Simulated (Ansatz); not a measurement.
**Niobium, hcp: r²SCAN0 at the r²SCAN geometry**

How do the levels change when part of the exchange is made exact, and what does it cost? Spin polarisation is left out. The cell comes from an earlier r²SCAN relaxation. Exact exchange is dear, so the k-mesh is coarse, and r²SCAN is run on the same mesh for comparison.

Method: DFT, plane waves (500 eV) with PBE-made PAW files, scalar-relativistic; functionals as named at each step, in Ansatz 0.2.0.

### Step 1. The structure to begin with

The structure is hexagonal, space group P6_3/mmc (No. 194). The conventional cell has a = 2.861 Å, b = 2.861 Å, c = 5.244 Å, α = 90.00°, β = 90.00°, γ = 120.00°. Around Nb (site symmetry -6m2) lie 12 Nb at 2.86 to 3.10 Å.

As a file:

```
CELL_PARAMETERS angstrom
2.86103 0.00000 0.00000
-1.43051 2.47772 0.00000
0.00000 0.00000 5.24424
ATOMIC_POSITIONS crystal
Nb 0.33333 0.66667 0.25000
Nb 0.66667 0.33333 0.75000
```

### Step 2. r²SCAN, coarse mesh

The run with r²SCAN.

The input, input.yaml:

```yaml
crystal:
  lattice:
    - [2.8610290338, 0.0, 0.0]
    - [-1.4305145169, 2.4777238243, 0.0]
    - [0.0, 0.0, 5.2442395872]
  atoms:
    - { symbol: Nb, position: [0.3333333333, 0.6666666667, 0.25] }
    - { symbol: Nb, position: [0.6666666667, 0.3333333333, 0.75] }
hamiltonian:
  xc: r2scan
  pseudopotentials:
    kind: paw
    azcp:
      Nb: "pseudopotentials/Nb.paw.azcp"
basis:
  ecutwfc: 500
  fft_grid_basis: typed
kpoints:
  mp_grid: { grid: [7, 7, 3], shift: [0, 0, 0] }
magnetization:
  spin_polarized: false
scf:
  occupations: { method: fermi_dirac, width: 0.1 }
output:
  write_density: true
  write_potential: true
  elf: true
  volumetric_format: npy
```

Command:

```console
ansatz run input.yaml --threads 4 --pin off --max-ram 8192MiB --backend cpu --events-out ev --progress --plain --runs-dir out
```

### Step 3. r²SCAN0 on the coarse mesh

The run with r²SCAN0.

Edit input.yaml of step 2 so:

```diff
@@ -9,3 +9,3 @@
 hamiltonian:
-  xc: r2scan
+  xc: r2scan0
   pseudopotentials:
```

(Steps that only read results are left out.)

**Question.** What will these runs give? Wanted: r²SCAN: gap; r²SCAN0: gap; r²SCAN0: relative to bcc.

**Answer**, as computed:

| quantity | value |
| --- | --- |
| r²SCAN: gap | none (levels filled in part) |
| r²SCAN0: gap | none (levels filled in part) |
| r²SCAN0: SCF cycles, exchange loops | 27, 3 |
| r²SCAN0: CPU time over that of r²SCAN | 14 |
| r²SCAN0: relative to bcc | +342 meV/atom |

What this shows: Neither r²SCAN nor r²SCAN0 shows a clean gap on this mesh. The hybrid took 14 times as much CPU time as r²SCAN on the same settings. The exchange operator of r²SCAN0 was renewed in 3 outer loops. To compare with dense-mesh energies, the change of r²SCAN from this mesh and smearing to its dense run (-21.3 meV/atom, from a run not shown) is added. Under r²SCAN0 it lies 342 meV/atom above bcc (computed apart in the same way); on such meshes a few tens of meV are uncertain for metals. The total energies in the logs cannot be compared from one functional to another.
